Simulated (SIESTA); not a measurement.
NiMoIrPdW:

```
Ni Mo Pd Ir W
1.0
     2.76078    0.00000    0.00000
    -1.38039    2.39090    0.00000
     0.00000    0.00000   11.34051
Ni Mo Pd Ir W
1 1 1 1 1
Direct
  0.00000 0.00000 0.70917
  0.66667 0.33333 0.29425
  0.66667 0.33333 0.89901
  0.00000 0.00000 0.10604
  0.66667 0.33333 0.52921
```

The cell was built by a generator and needn't be a form met in nature.

Base run:

| Quantity | Value |
| --- | --- |
| Program | SIESTA 5.4.2 |
| Functional | PBE |
| Potentials or basis | PseudoDojo 0.4 standard (PBE files) |
| Basis | DZ (energy shift 0.003 Ry; two zetas on semicore shells) |
| Grid cutoff | 800 Ry |
| Energy shift | 0.003 Ry |
| k mesh | 11 × 11 × 3 |
| Occupations | fermi-dirac, width 0.05 eV |
| Spin | collinear spin, ferromagnetic start |
| Starting moments | [1.0, 1.0, 0.0, 0.6, 0.0] μB |

Its results: band gap on the k mesh none (metal or under the smearing width); pressure -1.7 GPa; net moment 0.00 μB per cell; largest force 0.905 eV/Å.

**Question.** The run is repeated on the same cell with these changes: basis from DZ (energy shift 0.003 Ry; two zetas on semicore shells) to SZP (energy shift 0.003 Ry). What comes out?

**Answer.** Band gap on the k mesh none (metal or under the smearing width); pressure 4.1 GPa; net moment 0.42 μB per cell; site moments Ni +0.34; Mo +0.02; Pd +0.01; Ir +0.01; W +0.04 μB; largest force 0.719 eV/Å.

Caveats: short orbitals over semicore shells can move pressures by several GPa; the valence orbitals were made in a potential fitted to the semicore shell under them, which widens gaps by tenths of an eV or more; spin-orbit coupling is left out, which moves the levels of the heavy elements; the basis of atomic orbitals isn't converged, which shifts pressures, moduli and gaps; the basis has no polarisation orbitals (some runs).
